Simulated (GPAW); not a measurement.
Runs of GPAW 26.7.0 on CuSe. Symmetry: P-6m2, No. 187, hexagonal system. The conventional cell has a = 3.609 Å, b = 3.609 Å, c = 3.522 Å, α = 90.00°, β = 90.00°, γ = 120.00°. Cu (site symmetry -6m2) has 6 Se at 2.73 Å as nearest neighbours. Se (site symmetry -6m2) has 6 Cu at 2.73 Å as nearest neighbours. The cell comes from a database or a generator and needn't be the stable form of this composition.

| level | potentials or basis | spin | U | fixed moment (μB) | gap on the mesh (eV) | pressure (GPa) | moment (μB) |
| --- | --- | --- | --- | --- | --- | --- | --- |
| r2SCAN+U | GPAW PAW data sets (gpaw-data 1.2.1), pw | collinear, ferromagnetic start | Cu d U = 6 eV | - | none | -8.1 | 0.00 |
| r2SCAN+U | GPAW PAW data sets (gpaw-data 1.2.1), pw | collinear, ferromagnetic start | Cu d U = 6 eV | 4.0 | - | (a) | 4.00 |
| LDA+U | the program's PAW data sets (release 1.2.1) made for this functional, pw | collinear, ferromagnetic start | Cu d U = 5 eV | - | none | -13.0 | 0.00 |
| LDA+U | the program's PAW data sets (release 1.2.1) made for this functional, pw | collinear, zero start | Cu d U = 8 eV | 0.0 | - | -12.3 | 0.00 |

Alike in all rows: task single point; cell as given; k mesh 6 × 6 × 5; cutoff (eV) 600; smearing gaussian 0.05 eV.

Question: Estimate the missing entries.

Answer: (a) 14.8.

Caveats: with this Cu data set, volumes or pressures lay over 1.5 % or 2 GPa off other programs in two to four cells of ten; the PAW data sets were made with another functional, which shifts forces and pressure a little (some runs); the total moment is fixed, so each spin has its own Fermi level (some runs); a cell with one magnetic atom can't hold antiferromagnetic order, which such compounds often take (some runs).

A k mesh can miss the band edges, and the runs leave out spin-orbit coupling on Se.

A gap of «none» marks a metal or a gap under the smearing width.
